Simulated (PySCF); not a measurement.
# C3H5AlF− (SMILES CC#[C][AlH2-][F]) at 4 levels

We compute a comparison of 4 runs (B3LYP/6-31G*, BLYP/6-31G*, PBE0/def2-SVP, SVWN5/cc-pVTZ) of C3H5AlF−. 

The calculation is run with PySCF 2.14.0.

## Step 1: The structure to begin with

C3H5AlF− has 10 atoms, charge -1, and is taken as a singlet. SMILES: `CC#[C][AlH2-][F]`. Geometry: a GFN2-xTB relaxation, a rough one for these elements and not checked as a minimum.

Bond lengths: C1–C2 1.462 Å, C2–C3 1.213 Å, C3–Al4 2.015 Å, Al4–F5 1.695 Å, C1–H6 1.094 Å, C1–H7 1.094 Å, C1–H8 1.094 Å, Al4–H9 1.603 Å, Al4–H10 1.604 Å. Some angles: C1–C2–C3 179.6°, C2–C3–Al4 179.2°, C3–Al4–F5 109.3°, C2–C1–H6 110.6°, C2–C1–H7 110.6°, C2–C1–H8 110.6°, C3–Al4–H9 110.7°, C3–Al4–H10 110.5°, F5–Al4–H9 107.8°, F5–Al4–H10 107.8°.

## Step 2: Energy and gradient at B3LYP/6-31G(d) (spherical functions) (run 1)

job.py reads:

```python
from pyscf import gto, dft

molecule = gto.Mole()
molecule.atom = '''
C       -0.733190      -2.165040       0.513310
C       -0.279230      -0.812450       0.192850
C        0.100660       0.309650      -0.065940
Al       0.756990       2.167340      -0.487350
F       -0.093060       2.770930      -1.824250
H        0.006860      -2.684160       1.129830
H       -1.677770      -2.133840       1.064510
H       -0.887850      -2.746200      -0.400800
H        0.491950       3.154600       0.747860
H        2.314630       2.139160      -0.870030
'''
molecule.spin = 0
molecule.verbose = 3
molecule.basis = '6-31g*'
molecule.charge = -1
molecule.max_memory = 1860
molecule.build()

myscf = dft.RKS(molecule)
myscf.xc = 'b3lyp'
myscf.grids.level = 5
myscf.conv_tol = 1e-10
myscf.kernel()
if not myscf.converged:
    myscf = myscf.newton().run(myscf.mo_coeff, myscf.mo_occ)

e_final = myscf.e_tot
print('E = %.10f Eh' % e_final)
grad = myscf.nuc_grad_method().kernel()
myscf.analyze()
```

Launch:

```
$ OMP_NUM_THREADS=1 python job.py
```

Output:

```text
converged SCF energy = -459.667545306695
[... 18 lines left out ...]
MO #9   energy= -2.44964131141319  occ= 2
[... 14 lines left out ...]
MO #24  energy= 0.18932681513965   occ= 0
[... 14 lines left out ...]
MO #39  energy= 0.682538349908272  occ= 0
[... 14 lines left out ...]
MO #54  energy= 1.08708442187717   occ= 0
[... 14 lines left out ...]
MO #69  energy= 2.04099462344256   occ= 0
[... 14 lines left out ...]
MO #84  energy= 3.53045557260658   occ= 0
[... 12 lines left out ...]
WARN: System has nonzero charge -1; the dipole moment is origin-dependent.
Location of origin: [0. 0. 0.]

Dipole moment(X, Y, Z, Debye): -2.79291, -9.70651,  2.86041
```

It took 37 s on 1 thread of Intel Xeon at 2.70GHz, shared host; peak memory 0.82 GiB.

## Step 3: Energy and gradient at BLYP/6-31G(d) (spherical functions) (run 2)

input.py reads:

```python
# CC#[C][AlH2-][F]
from pyscf import gto, dft

mol = gto.Mole()
mol.atom = '''
C   -0.733190  -2.165040   0.513310
C   -0.279230  -0.812450   0.192850
C    0.100660   0.309650  -0.065940
Al   0.756990   2.167340  -0.487350
F   -0.093060   2.770930  -1.824250
H    0.006860  -2.684160   1.129830
H   -1.677770  -2.133840   1.064510
H   -0.887850  -2.746200  -0.400800
H    0.491950   3.154600   0.747860
H    2.314630   2.139160  -0.870030
'''
mol.verbose = 4
mol.charge = -1
mol.basis = '6-31g*'
mol.max_memory = 1860
mol.build()

calc0 = dft.RKS(mol, xc='blyp')
calc0.conv_tol = 1e-10
calc0.grids.level = 5
calc0.kernel()
if not calc0.converged:
    calc0 = calc0.newton().run(calc0.mo_coeff, calc0.mo_occ)

etot = calc0.e_tot
print(f'total energy: {etot:.8f} hartree')
grad = calc0.nuc_grad_method().kernel()
dip = calc0.dip_moment()
pop, q = calc0.mulliken_pop()
```

Launch:

```
$ OMP_NUM_THREADS=1 python input.py
```

Output:

```text
PySCF version 2.14.0

[... 84 lines left out ...]
converged SCF energy = -459.563729838395
total energy: -459.56372984 hartree
[... 13 lines left out ...]
WARN: System has nonzero charge -1; the dipole moment is origin-dependent.
[... 2 lines left out ...]
Dipole moment(X, Y, Z, Debye): -2.83231, -9.63831,  2.77237
[... 95 lines left out ...]
charge of    9H =     -0.21094
```

It took 38 s on 1 thread of Intel Xeon at 2.70GHz, shared host; peak memory 0.82 GiB.

Run 3 isn't shown in full; the table further down has it.

## Step 4: Energy and gradient at SVWN5/cc-pVTZ (run 4)

start.xyz reads:

```xyz
10
C3H5AlF
C     -0.733190    -2.165040     0.513310
C     -0.279230    -0.812450     0.192850
C      0.100660     0.309650    -0.065940
Al     0.756990     2.167340    -0.487350
F     -0.093060     2.770930    -1.824250
H      0.006860    -2.684160     1.129830
H     -1.677770    -2.133840     1.064510
H     -0.887850    -2.746200    -0.400800
H      0.491950     3.154600     0.747860
H      2.314630     2.139160    -0.870030
```

calc.py reads:

```python
from pyscf import gto, dft

molecule = gto.M(
    atom='start.xyz',
    charge=-1,
    verbose=4,
    max_memory=1860,
    basis='cc-pvtz',
)

calc0 = dft.RKS(molecule)
calc0.xc = 'svwn'
calc0.grids.level = 5
calc0.conv_tol = 1e-10
calc0.kernel()
if not calc0.converged:
    calc0 = calc0.newton().run(calc0.mo_coeff, calc0.mo_occ)

energy = calc0.e_tot
print('E(%s) = %.9f' % ('SVWN5', energy))
grad = calc0.nuc_grad_method().kernel()
calc0.analyze()
```

Launch:

```
$ OMP_NUM_THREADS=1 python calc.py
```

Output:

```text
PySCF version 2.14.0

[... 135 lines left out ...]
MO #29  energy= 0.209257775114586  occ= 0
[... 38 lines left out ...]
MO #68  energy= 0.923556272955081  occ= 0
[... 38 lines left out ...]
MO #107 energy= 2.14384028680209   occ= 0
[... 38 lines left out ...]
MO #146 energy= 3.17571789816301   occ= 0
[... 38 lines left out ...]
MO #185 energy= 4.30506154549466   occ= 0
[... 38 lines left out ...]
MO #224 energy= 16.4248587601117   occ= 0
[... 238 lines left out ...]
WARN: System has nonzero charge -1; the dipole moment is origin-dependent.
Location of origin: [0. 0. 0.]

Dipole moment(X, Y, Z, Debye): -2.82144, -9.72369,  2.83405
```

It took 4 min on 1 thread of Intel Xeon at 2.70GHz, shared host; peak memory 0.84 GiB.

## Step 5: The series

```tsv
run	level	energy (Eh)	HOMO energy (eV)	LUMO energy (eV)	HOMO–LUMO gap (eV)	wall time
1	B3LYP/6-31G* (spherical functions)	-459.667545	-1.76	5.15	6.91	37 s
2	BLYP/6-31G* (spherical functions)	-459.563730	-0.55	4.65	5.20	38 s
3	PBE0/def2-SVP	-459.068819	-2.13	5.18	7.31	39 s
4	SVWN5/cc-pVTZ	-456.972805	-1.08	3.55	4.63	4 min
```

## Step 6: Summary of results

| quantity | value |
| --- | --- |
| run 4: total energy | -456.97281 Eh |
| run 4: HOMO energy | -1.08 eV |
| run 4: LUMO energy | 3.55 eV |
| run 4: HOMO–LUMO gap (to an unbound level, set by the basis) | 4.63 eV |
| run 4: largest force on an atom | 1.437 eV/Å |

In words: The HOMO–LUMO gap runs from 4.63 eV (SVWN5/cc-pVTZ) to 7.31 eV (PBE0/def2-SVP). The two ends differ in method and basis. The empty levels of an anion lie above zero and hang on the basis. Totals of different functionals can't be ranked against each other. All runs together took 5.9 min, the longest 4 min.
